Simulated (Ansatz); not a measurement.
**C10H20: a ladder of functionals and wavefunction methods**

The task here is to estimate one member of a computed series from the others.

Program: Ansatz 0.2.0, Gaussian basis. Level of theory: functionals in def2-TZVPP, the program's frozen cores in correlated methods. These are calculated values, not measurements.

Levels to be run: PBE-D4, r2SCAN-D4, PBE0-D4, B3LYP-D4, ωB97X-V, ωB97M-V, B2PLYP; CCSD(T)/def2-TZVPP; MP2/def2-QZVPP; extrapolation to the limit.

### The relaxed structure

An earlier PBE0-D4 in a triple-zeta def2 set relaxation fixed the geometry.

SMILES `CC(C)(C)/C=C/C(C)(C)C`, 30 atoms, charge 0, spin multiplicity 1.

Atoms are counted from 1 here; the program's logs count them from 0.

Bond lengths: C1–C2 1.531 Å, C1–H11 1.093 Å, C1–H12 1.094 Å, C1–H13 1.093 Å, C2–C3 1.531 Å, C2–C4 1.522 Å, C2–C5 1.506 Å, C3–H14 1.093 Å, C3–H15 1.093 Å, C3–H16 1.094 Å, C4–H17 1.093 Å, C4–H18 1.093 Å, C4–H19 1.093 Å, C5–C6 1.326 Å, C5–H20 1.089 Å, C6–C7 1.506 Å, C6–H21 1.089 Å, C7–C8 1.531 Å and more. Angles: C2–C1–H11 110.9°, C2–C1–H12 110.7°, C2–C1–H13 111.0°, H11–C1–H12 108.3°, H11–C1–H13 108.0°, H12–C1–H13 107.9°, C1–C2–C3 108.9°, C1–C2–C4 109.3°, C1–C2–C5 108.2°, C3–C2–C4 109.3°, C3–C2–C5 108.2°, C4–C2–C5 112.8°, C2–C3–H14 111.0°, C2–C3–H15 110.9°, C2–C3–H16 110.7°, H14–C3–H15 107.9°, H14–C3–H16 107.9°, H15–C3–H16 108.3° and more.

Coordinates:

```
atom    x (Å)    y (Å)    z (Å)
  C1   0.7826  -0.1152   2.8720
  C2   0.3267   0.8370   1.7626
  C3   1.2444   2.0630   1.7521
  C4  -1.1039   1.2803   2.0348
  C5   0.4763   0.1271   0.4434
  C6  -0.4764  -0.1277  -0.4432
  C7  -0.3267  -0.8372  -1.7625
  C8  -1.2442  -2.0634  -1.7525
  C9   1.1040  -1.2800  -2.0350
 C10  -0.7829   0.1154  -2.8715
 H11   0.1411  -0.9987   2.9147
 H12   0.7480   0.3819   3.8458
 H13   1.8091  -0.4519   2.7027
 H14   2.2811   1.7754   1.5567
 H15   0.9396   2.7709   0.9775
 H16   1.2140   2.5762   2.7177
 H17  -1.1613   1.7895   3.0003
 H18  -1.4593   1.9746   1.2693
 H19  -1.7871   0.4278   2.0657
 H20   1.4946  -0.1963   0.2321
 H21  -1.4947   0.1959  -0.2320
 H22  -1.2137  -2.5761  -2.7183
 H23  -0.9392  -2.7715  -0.9783
 H24  -2.2809  -1.7760  -1.5570
 H25   1.1615  -1.7888  -3.0007
 H26   1.4596  -1.9745  -1.2697
 H27   1.7869  -0.4273  -2.0655
 H28  -1.8094   0.4519  -2.7021
 H29  -0.7482  -0.3813  -3.8455
 H30  -0.1415   0.9991  -2.9139
```

The first run:

in.yaml reads:

```yaml
crystal:
  periodic: [false, false, false]
  atoms:
    - {symbol: C, position_ang: [0.782642, -0.115214, 2.871997]}
    - {symbol: C, position_ang: [0.326686, 0.837022, 1.762606]}
    - {symbol: C, position_ang: [1.244393, 2.063022, 1.752139]}
    - {symbol: C, position_ang: [-1.103948, 1.280286, 2.034840]}
    - {symbol: C, position_ang: [0.476308, 0.127147, 0.443426]}
    - {symbol: C, position_ang: [-0.476446, -0.127671, -0.443152]}
    - {symbol: C, position_ang: [-0.326721, -0.837181, -1.762522]}
    - {symbol: C, position_ang: [-1.244175, -2.063355, -1.752539]}
    - {symbol: C, position_ang: [1.104005, -1.280016, -2.034959]}
    - {symbol: C, position_ang: [-0.782877, 0.115414, -2.871549]}
    - {symbol: H, position_ang: [0.141142, -0.998743, 2.914671]}
    - {symbol: H, position_ang: [0.747961, 0.381929, 3.845774]}
    - {symbol: H, position_ang: [1.809131, -0.451899, 2.702719]}
    - {symbol: H, position_ang: [2.281104, 1.775375, 1.556703]}
    - {symbol: H, position_ang: [0.939586, 2.770883, 0.977541]}
    - {symbol: H, position_ang: [1.214043, 2.576207, 2.717708]}
    - {symbol: H, position_ang: [-1.161303, 1.789490, 3.000335]}
    - {symbol: H, position_ang: [-1.459301, 1.974586, 1.269253]}
    - {symbol: H, position_ang: [-1.787121, 0.427767, 2.065662]}
    - {symbol: H, position_ang: [1.494615, -0.196297, 0.232127]}
    - {symbol: H, position_ang: [-1.494724, 0.195923, -0.231954]}
    - {symbol: H, position_ang: [-1.213688, -2.576109, -2.718330]}
    - {symbol: H, position_ang: [-0.939206, -2.771499, -0.978261]}
    - {symbol: H, position_ang: [-2.280944, -1.776027, -1.556977]}
    - {symbol: H, position_ang: [1.161454, -1.788826, -3.000656]}
    - {symbol: H, position_ang: [1.459582, -1.974538, -1.269675]}
    - {symbol: H, position_ang: [1.786946, -0.427300, -2.065459]}
    - {symbol: H, position_ang: [-1.809419, 0.451860, -2.702073]}
    - {symbol: H, position_ang: [-0.748190, -0.381309, -3.845543]}
    - {symbol: H, position_ang: [-0.141534, 0.999073, -2.913871]}
basis:
  gaussian: {orbitals: def2-TZVPP}
hamiltonian: {xc: pbe, dispersion: d4}
output: {forces: true, orbitals: {seedname: orbitals}}
```

The run is started by

```bash
ansatz run in.yaml --threads 4 --pin off --events-out ev --progress --plain --max-ram 66560MiB --backend cuda --devices 0, --max-vram 37GiB
```

Among the steps run: PBE-D4 (GGA); r2SCAN-D4 (meta-GGA); PBE0-D4 (hybrid); B3LYP-D4 (hybrid); ωB97X-V (range-separated); ωB97M-V (range-separated); B2PLYP (double hybrid); CCSD(T) in def2-TZVPP; MP2 in def2-QZVPP.

One table of the session follows, with a row left open; its other results are not shown here.

It belongs to the step «Atomisation energies». 

```
            method  atoms, summed (eV)  atomisation energy (kcal/mol)
            PBE-D4          -10556.712                         2983.3
         r2SCAN-D4          -10566.936                         2935.8
           PBE0-D4          -10560.044                         2952.6
          B3LYP-D4          -10575.375                         2930.5
           ωB97X-V                   ?                              ?
           ωB97M-V          -10567.436                         2936.5
            B2PLYP          -10564.619                         2900.2
     HF/def2-TZVPP          -10528.656                         2219.8
    MP2/def2-TZVPP          -10546.646                         2901.0
   CCSD/def2-TZVPP          -10552.200                         2834.0
CCSD(T)/def2-TZVPP          -10552.752                         2870.1
           MP2/CBS          -10549.718                         2959.4
       CCSD(T)/CBS          -10555.825                         2928.6
```

**Question.** Estimate the row for ωB97X-V.

The run gave: atoms, summed (eV): -10570.964; atomisation energy (kcal/mol): 2931.2. In the column «atoms, summed (eV)» it lies between B3LYP-D4 (-10575.375) and ωB97M-V (-10567.436).
